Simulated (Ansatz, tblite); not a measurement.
# Ge19H28 other rod (Ge18BH28): one state, many levels

An exercise on one series of results from a longer session: the logs are not shown, and one member is left open.

Method: as each input shows; program: Ansatz 0.2.0, Gaussian basis.

Plan: GFN1-xTB, GFN2-xTB, PBE-D4/def2-TZVP, r2SCAN-D4/def2-TZVP, r2SCAN0-D4/def2-TZVP, PBE-D4/def2-SVP, PBE0-D4/def2-SVP, MP2/def2-SVP, RPA/def2-SVP.

1 further run of the same task is left out (set aside as unsound or not needed). Runs told in other sessions of the task aren't counted.

## The geometry

The doublet was relaxed beforehand with PBE-D4/def2-SVP.

47 atoms, charge 0, spin multiplicity 2.

Bond lengths: Ge1–Ge9 2.452 Å, Ge1–Ge10 2.457 Å, Ge1–B14 2.069 Å, Ge1–H20 1.564 Å, Ge2–Ge12 2.443 Å, Ge2–Ge13 2.442 Å, Ge2–Ge15 2.451 Å, Ge2–H21 1.562 Å, Ge3–Ge9 2.449 Å, Ge3–Ge11 2.454 Å, Ge3–Ge16 2.449 Å, Ge3–H22 1.561 Å, Ge4–Ge12 2.492 Å, Ge4–B14 2.132 Å, Ge4–Ge17 2.457 Å, Ge4–H23 1.562 Å, Ge5–Ge10 2.442 Å, Ge5–Ge11 2.451 Å and more. Angles: Ge9–Ge1–Ge10 106.4°, Ge9–Ge1–B14 114.5°, Ge9–Ge1–H20 108.0°, Ge10–Ge1–B14 110.4°, Ge10–Ge1–H20 105.8°, B14–Ge1–H20 111.3°, Ge12–Ge2–Ge13 108.4°, Ge12–Ge2–Ge15 107.7°, Ge12–Ge2–H21 108.1°, Ge13–Ge2–Ge15 109.6°, Ge13–Ge2–H21 112.5°, Ge15–Ge2–H21 110.4°, Ge9–Ge3–Ge11 108.6°, Ge9–Ge3–Ge16 110.3°, Ge9–Ge3–H22 111.9°, Ge11–Ge3–Ge16 107.1°, Ge11–Ge3–H22 108.5°, Ge16–Ge3–H22 110.2° and more.

PBE0-D4/def2-TZVP was run before; its log isn't repeated, and its numbers join the tables.

The first run:

Tight binding, by tblite at 300 K electronic temperature and without a spin-polarisation term:

```python
tblite.interface.Calculator('GFN1-xTB', numbers, positions, charge=0, uhf=1).singlepoint()
```

Tight binding, by tblite at 300 K electronic temperature and without a spin-polarisation term:

```python
tblite.interface.Calculator('GFN2-xTB', numbers, positions, charge=0, uhf=1).singlepoint()
```

start.molden holds the orbitals of an earlier run on this state, given as this run's starting guess.

in.yaml

```yaml
crystal:
  periodic: [false, false, false]
  atoms:
    - {symbol: Ge, position_ang: [-1.307584, -1.368690, -1.121610]}
    - {symbol: Ge, position_ang: [-1.371497, -1.392145, 3.965559]}
    - {symbol: Ge, position_ang: [-1.492235, 1.441675, -3.900761]}
    - {symbol: Ge, position_ang: [-1.139643, 1.291460, 0.976636]}
    - {symbol: Ge, position_ang: [1.371312, -1.393861, -3.965186]}
    - {symbol: Ge, position_ang: [1.307395, -1.368583, 1.122416]}
    - {symbol: Ge, position_ang: [1.139503, 1.290926, -0.976964]}
    - {symbol: Ge, position_ang: [1.492217, 1.443201, 3.900110]}
    - {symbol: Ge, position_ang: [-2.842232, -0.073987, -2.529686]}
    - {symbol: Ge, position_ang: [-0.064150, -2.853605, -2.633846]}
    - {symbol: Ge, position_ang: [-0.013867, 0.100635, -5.327632]}
    - {symbol: Ge, position_ang: [-2.683701, -0.006724, 2.440567]}
    - {symbol: Ge, position_ang: [0.063704, -2.852947, 2.635052]}
    - {symbol: B, position_ang: [0.000362, -0.222992, 0.000257]}
    - {symbol: Ge, position_ang: [0.013902, 0.102671, 5.327460]}
    - {symbol: Ge, position_ang: [-0.057133, 2.824529, -2.477105]}
    - {symbol: Ge, position_ang: [0.057441, 2.825867, 2.476021]}
    - {symbol: Ge, position_ang: [2.683518, -0.007785, -2.440833]}
    - {symbol: Ge, position_ang: [2.842228, -0.073084, 2.529820]}
    - {symbol: H, position_ang: [-2.162732, -2.308817, -0.210528]}
    - {symbol: H, position_ang: [-2.362732, -2.190651, 4.870812]}
    - {symbol: H, position_ang: [-2.377320, 2.345580, -4.815455]}
    - {symbol: H, position_ang: [-2.033201, 2.091292, -0.024056]}
    - {symbol: H, position_ang: [2.362370, -2.193195, -4.869835]}
    - {symbol: H, position_ang: [2.162995, -2.308996, 0.211954]}
    - {symbol: H, position_ang: [2.033679, 2.091175, 0.022816]}
    - {symbol: H, position_ang: [2.377330, 2.347189, 4.814715]}
    - {symbol: H, position_ang: [-3.663532, -1.007409, -3.470464]}
    - {symbol: H, position_ang: [-3.857282, 0.747790, -1.681662]}
    - {symbol: H, position_ang: [-1.020906, -3.642863, -3.575795]}
    - {symbol: H, position_ang: [0.796206, -3.879455, -1.840476]}
    - {symbol: H, position_ang: [-0.862211, -0.759545, -6.311389]}
    - {symbol: H, position_ang: [0.905975, 1.028323, -6.176138]}
    - {symbol: H, position_ang: [-3.652251, -0.818676, 1.533686]}
    - {symbol: H, position_ang: [-3.509288, 1.076383, 3.205471]}
    - {symbol: H, position_ang: [-0.796594, -3.879320, 1.842225]}
    - {symbol: H, position_ang: [1.020585, -3.641554, 3.577441]}
    - {symbol: H, position_ang: [-0.905851, 1.030362, 6.176083]}
    - {symbol: H, position_ang: [0.862361, -0.757507, 6.311128]}
    - {symbol: H, position_ang: [-0.856792, 3.913565, -1.707794]}
    - {symbol: H, position_ang: [1.007745, 3.547673, -3.357367]}
    - {symbol: H, position_ang: [-1.007191, 3.549894, 3.355942]}
    - {symbol: H, position_ang: [0.857161, 3.914287, 1.705809]}
    - {symbol: H, position_ang: [3.651955, -0.819477, -1.533636]}
    - {symbol: H, position_ang: [3.509107, 1.075091, -3.205987]}
    - {symbol: H, position_ang: [3.663826, -1.005702, 3.471242]}
    - {symbol: H, position_ang: [3.857077, 0.747993, 1.680954]}
basis:
  gaussian: {orbitals: def2-TZVP, fitting: {mean_field: def2-universal-jkfit}, initial_orbitals: start.molden}
magnetization: {spin_polarized: true, initial_magnetization: 1}
hamiltonian: {xc: pbe, dispersion: d4}
scf: {omitted_lower_state_checks: [starts]}
output: {orbitals: {seedname: orbitals}}
```

Launch:

```sh
$ ansatz run in.yaml --threads 11 --pin off --events-out ev --progress --plain --max-ram 174080MiB --backend cuda --devices 0, --max-vram 75GiB
```

Among the steps run: PBE-D4/def2-TZVP; r2SCAN-D4/def2-TZVP; r2SCAN0-D4/def2-TZVP; PBE-D4/def2-SVP; PBE0-D4/def2-SVP; MP2/def2-SVP; RPA/def2-SVP.

One table of the session follows, with a row left open; its other results are not shown here.

It belongs to the step «Binding energy». 

```
               level  binding an atom (eV)
         HF/def2-SVP                 2.034
     PBE-D4/def2-SVP                 2.900
    PBE-D4/def2-TZVP                     ?
 r2SCAN-D4/def2-TZVP                 2.931
    PBE0-D4/def2-SVP                 2.898
   PBE0-D4/def2-TZVP                 2.894
r2SCAN0-D4/def2-TZVP                 2.908
        MP2/def2-SVP                 2.714
```

Q: Estimate the row for PBE-D4/def2-TZVP from the others.

The run gave: binding an atom (eV): 2.896. In the column «binding an atom (eV)» it lies between PBE0-D4/def2-TZVP (2.894) and PBE0-D4/def2-SVP (2.898).

Caveats from the session: Free atoms were run apart at each level; binding is atoms less cluster, divided by the number of atoms, without zero-point or spin-orbit terms.
